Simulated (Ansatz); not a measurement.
WC, space group Fm-3m: an equation of state with a fit, run with the Ansatz DFT code, driven from Python.

`eos_wc.py`
```python
# -*- coding: utf-8 -*-
"""Energy against volume for WC, with a fit."""

import ansatz as az
import numpy as np

vectors0 = np.array([
    [0.0, 2.19268, 2.19268],
    [2.19268, 0.0, 2.19268],
    [2.19268, 2.19268, 0.0],
])
sites = [
    ("W", [0.0, 0.0, 0.0]),
    ("C", [0.5, 0.5, 0.5]),
]


def crystal_on(cell):
    crystal = az.Crystal(lattice=az.Lattice.of(cell))
    for symbol, position in sites:
        crystal = crystal.atom(symbol, position)
    return crystal


def main():
    # uniform scaling of the cell
    volumes, energies, pressures = [], [], []
    for scale in np.linspace(0.88, 1.12, 7):
        cell = vectors0 * scale ** (1 / 3)
        setup = (
            crystal_on(cell).calculation()
            .occupations("cold", width=0.05)
            .functional("pbesol")
            .pseudopotentials("paw")
            .basis(500)
            .kpoints(11, 11, 11)
            .stress()
        )
        rep = setup.run(threads=1, pin="off").report
        volumes.append(abs(np.linalg.det(cell)) / len(sites))
        energies.append(rep["free_energy_ev"] / len(sites))
        pressures.append(np.trace(rep["stress_gpa"]) / 3)
        print(f"V = {volumes[-1]:8.4f} A^3/atom  F = {energies[-1]:.5f} eV/atom  P = {pressures[-1]:8.3f} GPa")

    # third-order Birch-Murnaghan: a cubic in V^(-2/3)
    x = np.array(volumes) ** (-2 / 3)
    poly = np.polynomial.Polynomial.fit(x, energies, 3).convert()
    roots = poly.deriv().roots()
    x0 = min((r.real for r in roots if abs(r.imag) < 1e-9 and poly.deriv(2)(r.real) > 0), key=lambda r: abs(r - x.mean()))
    v0 = x0 ** -1.5
    b0 = 4 / 9 * poly.deriv(2)(x0) * v0 ** (-7 / 3) * 160.21766
    b1 = 4 + 2 / 3 * x0 * poly.deriv(3)(x0) / poly.deriv(2)(x0)
    print(f"V0 = {v0:.4f} A^3/atom, B0 = {b0:.1f} GPa, dB/dP = {b1:.2f}")


if __name__ == "__main__":
    main()
```

Its results, one of them left out:

| V (Å³/atom) | F less the lowest row shown (meV/atom) |
| --- | --- |
| 9.277 | 133.79 |
| 9.699 | 38.56 |
| 10.120 | 0.00 |
| 10.542 | 6.87 |
| 10.964 | ? |
| 11.385 | 122.86 |
| 11.807 | 219.09 |

What is the missing energy at 10.964 Å³ an atom?

A third-order Birch-Murnaghan fit, E = E0 + (9 V0 B0 / 16) [(t - 1)³ B' + (t - 1)² (6 - 4t)] with t = (V0/V)^(2/3), through the 6 rows shown gives V0 = 10.257 Å³, B0 = 389.2 GPa, B' = 4.34 and E0 = -2.28 meV. At V = 10.964 Å³, t = 0.95657, and the fit interpolates to 50.20 meV. The run gave 50.19 meV, a miss of 0.01 meV.

Caveats:
- The mesh is modest for a metal, so energies can be off by several to tens of meV an atom and pressures by half a GPa or more; differences at equal mesh fare better.
- Pressure is positive in compression.
- Spin-orbit coupling, which matters for elements this heavy, is left out.
- At these settings the cell as given stands under about -10 GPa, so it isn't at this functional's equilibrium volume.
- The structure comes from a database of computed cells and needn't be a stable or known phase.
- It ran for 11 s on 1 thread of Intel(R) Xeon(R) Processor @ 2.30GHz (shared host), peak memory 0.49 GiB.
